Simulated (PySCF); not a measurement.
# GeF−: bond curves at several levels of theory

An exercise on one series of results from a longer session: the logs are not shown, and one member is left open.

Method: Ge def2-TZVPPD, F def2-TZVPPD, no relativity; program: PySCF 2.14.0.

1 further run of the same task is left out (set aside as unsound or not needed).

The first run:

A driver script around PySCF takes these settings:

```yaml
atoms: Ge, F
charge: -1
basis: Ge def2-TZVPPD, F def2-TZVPPD
Hamiltonian: no relativity
basis_functions: 94
electrons_treated: 42
masses_in_u: 73.9212, 18.9984
levels: PBE0, PBE, r²SCAN, B3LYP, M06-2X, M06, r²SCANh, BLYP, CAM-B3LYP, HF, MP2, SCS-MP2, CCSD, CCSD(T)
grid: 80 radial by 434 angular points
occupations: held fixed by the projection of orbital angular momentum
dissociation_limit: Ge + F−, each in its ground configuration
starting_distance_in_angstrom: 1.875
values_of_2S_to_try: 0, 2
```

Started as:

```
OMP_NUM_THREADS=2 python dia.py task.json out
```

Among the steps run: The job; PBE0 along the bond; Other states along the same grid; PBE (GGA); r²SCAN; B3LYP; M06-2X; M06; r²SCANh; BLYP (GGA); CAM-B3LYP (range-separated hybrid); UHF (mean field); MP2 and coupled cluster.

One of the session's tables, all rows but one given; the rest of the session is left out.

Energy (eV) from each level's lowest point:

```
R (Å)    UHF  UHF-MP2  UHF-SCS-MP2  UHF-CCSD  UHF-CCSD(T)
1.609  0.631    0.773        0.785       n/a          n/a
1.684  0.239    0.335        0.344     0.305        0.326
1.759  0.050    0.103        0.109     0.085        0.097
1.815  0.000    0.023        0.025     0.014        0.020
1.871  0.005    0.000        0.000     0.000        0.000
1.927      ?        ?            ?         ?            ?
2.002  0.148    0.092        0.086     0.111        0.099
2.095  0.310    0.230        0.219     0.260        0.241
2.208  0.530    0.433        0.416     0.472        0.447
2.357  0.826    0.721        0.697       n/a          n/a
```

Estimate the missing values for R (Å) = 1.927.

Worked estimate for «UHF». A straight line through the neighbours (1.871, 0.005) and (2.002, 0.148) gives 0.005 + (0.148 − 0.005) × (1.927 − 1.871) / (2.002 − 1.871) = 0.066; a parabola fitted to 4 rows on both sides gives 0.053.

**Answer.** UHF: 0.049; UHF-MP2: 0.020; UHF-SCS-MP2: 0.017; UHF-CCSD: 0.028; UHF-CCSD(T): 0.022. In «UHF» the line misses by +0.017 and the parabola by +0.004.

Caveats from the session: Lowest PBE0 solution found, without spin–orbit coupling: ³Σ⁻ (triplet), unpaired electrons π ↑↑. Warnings in the runs' records: inverted.
